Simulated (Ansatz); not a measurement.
# MgBr+ (triplet): wave-function methods side by side at distance Br1–Mg2 = 2.287 Å, cc-pVDZ

One table from this session's results is given with a row withheld; the runs are named, their logs left out.

Method: cc-pVDZ, core rule «outside noble gas», up to 19 orbitals frozen; program: Ansatz 0.2.0, Gaussian basis.

The runs, in order: UHF; CCSD(T) on ROHF; CCSD(T) on UHF; BCCD(T) on ROHF; CISD; CCSDT(Q) on ROHF; CCSDT(Q) on UHF; CASSCF and MRCISD+Q, 4 electrons in 4 orbitals; CASSCF and NEVPT2, 4 electrons in 4 orbitals.

47 further runs of the same task are left out: 22 for a known fault of the program, 2 for a mislabelled method, 19 that didn't finish, 4 set aside as unsound or not needed.

## The system

The geometry derives from a PBE0/def2-TZVP stationary point (not a proven minimum). One bond is set to the value named and the two fragments are kept rigid. No spin-orbit coupling is included. The filled d shell of Br may be among the frozen orbitals whatever the setting's name suggests; the logs give the count.

2 atoms, charge 1, spin multiplicity 3.

Atoms are counted from 1 here; the program's logs count them from 0.

Bond lengths: Br1–Mg2 2.287 Å.

The first run:

The input, in.yaml:

```yaml
crystal:
  periodic: [false, false, false]
  atoms:
    - {symbol: Br, position_ang: [0.000000, 0.000000, 0.000000]}
    - {symbol: Mg, position_ang: [0.000000, 0.000000, 2.287000]}
basis:
  gaussian: {orbitals: cc-pVDZ}
total_charge: 1
magnetization: {spin_polarized: true, initial_magnetization: 2}
hamiltonian: {xc: hf}
output: {orbitals: {seedname: orbitals}}
```

Command:

```console
> ansatz run in.yaml --threads 1 --pin off --events-out ev --progress --plain --max-ram 2393MiB
```

Among the steps run: UHF; CCSD(T) on ROHF; CCSD(T) on UHF; BCCD(T) on ROHF; CISD; CCSDT(Q) on ROHF; CCSDT(Q) on UHF; CASSCF and MRCISD+Q, 4 electrons in 4 orbitals; CASSCF and NEVPT2, 4 electrons in 4 orbitals.

One table of the session follows, with a row left open; its other results are not shown here.

| method | from UCCSDT(Q) (kJ/mol) |
| --- | --- |
| ROHF | +314.5 |
| UHF | +305.0 |
| RMP2 | +45.3 |
| UMP2 | +46.5 |
| CISD | +16.1 |
| RCCSD | +6.0 |
| UCCSD | +5.5 |
| RCCSD(T) | +1.5 |
| UCCSD(T) | +1.2 |
| BCCD(T) | +1.5 |
| RCCSDT | +0.7 |
| UCCSDT | +0.4 |
| RCCSDT(Q) | +0.3 |
| UCCSDT(Q) | 0 |
| CASSCF pair | +290.0 |
| NEVPT2 pair | +43.7 |
| MRCISD pair | +14.7 |
| MRCISD+Q pair | ? |

**Question.** Estimate the row for MRCISD+Q pair.

As computed: from UCCSDT(Q) (kJ/mol): -0.1. In the column «from UCCSDT(Q) (kJ/mol)» it is the lowest.

Limits of these values: Restricted and unrestricted rows rest on different reference determinants; where their highest levels disagree by more than a few hundredths of an eV, they describe different states and don't form one ladder.
